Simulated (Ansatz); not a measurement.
# AsSe+ (quintet): from Hartree-Fock to the top rungs, cc-pVDZ

An exercise on one series of results from a longer session: the logs are not shown, and one member is left open.

The runs use Ansatz 0.2.0, Gaussian basis; cc-pVDZ, core rule «outside noble gas», up to 28 orbitals frozen.

Plan: UHF; CCSD(T) on ROHF; CCSD(T) on UHF; BCCD(T) on ROHF; CISD; CCSDT(Q) on ROHF; CCSDT(Q) on UHF; CASSCF and MRCISD+Q, 10 electrons in 8 orbitals; CASSCF and NEVPT2, 10 electrons in 8 orbitals.

14 further runs of the same task are left out: 9 that didn't finish, 5 set aside as unsound or not needed.

## The system

The geometry is a PBE0/def2-TZVP stationary point (not a proven minimum) of the parent state, kept for this charge and spin. No spin-orbit coupling is included. The filled d shell of As, Se may be among the frozen orbitals whatever the setting's name suggests; the logs give the count.

2 atoms, charge 1, spin multiplicity 5.

Atoms are counted from 1 here; the program's logs count them from 0.

Bond lengths: As1–Se2 2.275 Å.

The first run:

File in.yaml:

```yaml
crystal:
  periodic: [false, false, false]
  atoms:
    - {symbol: As, position_ang: [0.000000, 0.000000, 0.000000]}
    - {symbol: Se, position_ang: [0.000000, 0.000000, 2.275100]}
basis:
  gaussian: {orbitals: cc-pVDZ}
total_charge: 1
magnetization: {spin_polarized: true, initial_magnetization: 4}
hamiltonian: {xc: hf}
output: {orbitals: {seedname: orbitals}}
```

Command:

```
$ ansatz run in.yaml --threads 1 --pin off --events-out ev --progress --plain --max-ram 2393MiB
```

Among the steps run: UHF; CCSD(T) on ROHF; CCSD(T) on UHF; BCCD(T) on ROHF; CISD; CCSDT(Q) on ROHF; CCSDT(Q) on UHF; CASSCF and MRCISD+Q, 10 electrons in 8 orbitals; CASSCF and NEVPT2, 10 electrons in 8 orbitals.

One of the session's tables, all rows but one given; the rest of the session is left out.

It belongs to the step «Misses and costs». 

| method | from UCCSDT(Q) (kJ/mol) |
| --- | --- |
| ROHF | +448.8 |
| UHF | +422.2 |
| RMP2 | +90.1 |
| UMP2 | +93.0 |
| CISD | +36.4 |
| RCCSD | +14.6 |
| UCCSD | +12.6 |
| RCCSD(T) | +4.8 |
| UCCSD(T) | +3.2 |
| BCCD(T) | +4.8 |
| RCCSDT | +2.3 |
| UCCSDT | ? |
| RCCSDT(Q) | +1.6 |
| UCCSDT(Q) | 0 |
| CASSCF valence | +398.7 |
| NEVPT2 valence | +85.4 |
| MRCISD valence | +30.4 |
| MRCISD+Q valence | +0.2 |

Estimate the missing values for UCCSDT.

As computed: from UCCSDT(Q) (kJ/mol): +0.6. In the column «from UCCSDT(Q) (kJ/mol)» it lies between MRCISD+Q valence (+0.2) and RCCSDT(Q) (+1.6).

Limits of these values: Restricted and unrestricted rows rest on different reference determinants; where their highest levels disagree by more than a few hundredths of an eV, they describe different states and don't form one ladder.
